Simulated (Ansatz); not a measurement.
# C2H3ClFI: rigid torsion scan, by script

Aim: a rigid torsion scan, for C2H3ClFI, run from a script.

Computed with Ansatz 0.2.0 through its Python package. Level of theory: B3LYP/def2-SVP.

### 1 The system

Bond lengths: F1–C2 1.358 Å, C2–Cl3 1.777 Å, C2–C4 1.537 Å, C4–I5 2.132 Å, C2–H6 1.116 Å, C4–H7 1.126 Å, C4–H8 1.085 Å. Angles: F1–C2–Cl3 106.9°, F1–C2–C4 109.2°, F1–C2–H6 107.3°, Cl3–C2–C4 112.3°, Cl3–C2–H6 107.6°, C4–C2–H6 113.3°, C2–C4–I5 111.5°, C2–C4–H7 107.4°, C2–C4–H8 109.4°, I5–C4–H7 108.6°, I5–C4–H8 112.3°, H7–C4–H8 107.5°.

The script holds or builds the structure itself.

### 2 Script

The input, c2h3clfi_torsion.py:

```python
import ansatz as az
from ase import Atoms

SETTINGS = {
    "basis": "def2-SVP",
    "functional": "b3lyp",
    "force_tol": 0.02,
}

atoms = Atoms(["F", "C", "Cl", "C", "I", "H", "H", "H"], positions=[
    [-1.5315, -0.7427, 0.7288],
    [-0.7301, 0.2117, 0.1885],
    [-0.5987, 1.5145, 1.3894],
    [0.6351, -0.4081, -0.1502],
    [1.7661, 0.8524, -1.445],
    [-1.2612, 0.6248, -0.7016],
    [0.4396, -1.3829, -0.679],
    [1.1656, -0.6353, 0.7691],
])

first = (
    az.Crystal.molecule_from_ase(atoms).calculation()
    .basis(gaussian=SETTINGS["basis"])
    .functional(SETTINGS["functional"])
    .relax(force_tolerance=SETTINGS["force_tol"], max_steps=80)
)
atoms.positions = first.run(threads=1, pin="off").report["positions_ang"]

start = atoms.get_dihedral(0, 1, 3, 4)
energies = {}
for turn in range(0, 360, 40):
    turned = atoms.copy()
    turned.set_dihedral(0, 1, 3, 4, start + turn, indices=[3, 4, 6, 7])
    calc = (
        az.Crystal.molecule_from_ase(turned).calculation()
        .basis(gaussian=SETTINGS["basis"])
        .functional(SETTINGS["functional"])
    )
    energies[round((start + turn) % 360)] = calc.run(threads=1, pin="off").report["free_energy_ev"]
floor = min(energies.values())
print("dihedral F0-C1-C3-I4 (deg)   E - E(min) (kcal/mol)")
for angle, e in sorted(energies.items()):
    print(f"{angle:8d} {23.060548 * (e - floor):14.3f}  " + "#" * int(30 * (e - floor) / max(max(energies.values()) - floor, 1e-9)))
```

### 3 The input behind the calls

The package turns the script's settings into the engine's input (first run):

```yaml
crystal:
  periodic: [false, false, false]
  atoms:
    - { symbol: F, position_ang: [-1.5315, -0.7427, 0.7288] }
    - { symbol: C, position_ang: [-0.7301, 0.2117, 0.1885] }
    - { symbol: Cl, position_ang: [-0.5987, 1.5145, 1.3894] }
    - { symbol: C, position_ang: [0.6351, -0.4081, -0.1502] }
    - { symbol: I, position_ang: [1.7661, 0.8524, -1.445] }
    - { symbol: H, position_ang: [-1.2612, 0.6248, -0.7016] }
    - { symbol: H, position_ang: [0.4396, -1.3829, -0.679] }
    - { symbol: H, position_ang: [1.1656, -0.6353, 0.7691] }
basis:
  gaussian:
    orbitals: def2-SVP
hamiltonian:
  xc: b3lyp
relax:
  f_tol: 0.02
  max_steps: 80
```

### 4 Launch

The run is started by

```console
> python c2h3clfi_torsion.py
```

**Question.** What results will this script give? Wanted: range of energy; lowest point, turn.

**Answer**, as computed:

```
              quantity     value
         runs compared         9
       range of energy  0.446 eV
lowest point, turn (°)         0
```

In words: The lowest point lies at a turn of 0°, the highest 0.446 eV (43.1 kJ/mol) above it at 80°. The grid can miss the true lowest and highest points, and the rest of the molecule is held rigid. Run 0: The relaxation took 5 moves; the largest shift is 0.089 Å, of atom 5 (I). Reading the output:
- The scan is rigid and the energies are electronic, in a modest basis. With rigid groups the curve can differ much from the relaxed path, the start wasn't checked as a minimum of this torsion, and equivalent turns needn't return to the same energy.
- def2 sets replace the cores of elements past krypton by effective core potentials.
- b3lyp holds the VWN-RPA fit, as in Gaussian; the form of ORCA and Turbomole is b3lyp5.
